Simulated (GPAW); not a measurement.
Runs of GPAW 26.7.0 on GaF. Symmetry: Pm-3m, No. 221, cubic system. Conventional cell: a = 3.166 Å, b = 3.166 Å, c = 3.166 Å, α = 90.00°, β = 90.00°, γ = 90.00°. Ga (site symmetry m-3m) has 8 F at 2.74 Å as nearest neighbours. F (site symmetry m-3m) has 8 Ga at 2.74 Å as nearest neighbours. The cell was built by a generator and needn't be a form met in nature.

```tsv
level	gap on the mesh (eV)	pressure (GPa)	relaxed volume (Å³/atom)
RPBE	0.55	0.0	16.31
RPBE+D3(BJ)+ATM	0.72	-0.1	16.69
RPBE+D3	1.63	0.0	(a)
RPBE+D4	(c)	-0.1	(b)
RPBE+D3(BJ)	0.73	-0.1	16.69
```

Alike in all rows: task relaxation of cell and atoms; potentials or basis the program's PAW data sets (release 1.2.1) made for this functional, pw; no spin polarisation; cell relaxed; k mesh 8 × 8 × 8; cutoff (eV) 800; smearing fermi-dirac 0.05 eV.

Question: Fill in the values left out.

Answer: (a) 18.98; (b) 14.96; (c) none.

Caveats: the data sets keep Ga 3d, Li 1s and Be 1s frozen, and some such compounds lay over 1.5 % in volume off other programs; later steps reuse the first step's grids; the volume moved by over 15 % at a fixed basis, so the end points are rough (some runs); pairwise dispersion overbinds metals, which lowers pressure and volume (some runs).

A k mesh can miss the band edges, and the runs leave out spin-orbit coupling on Ga.

Runs at the PBE level aren't shown here.
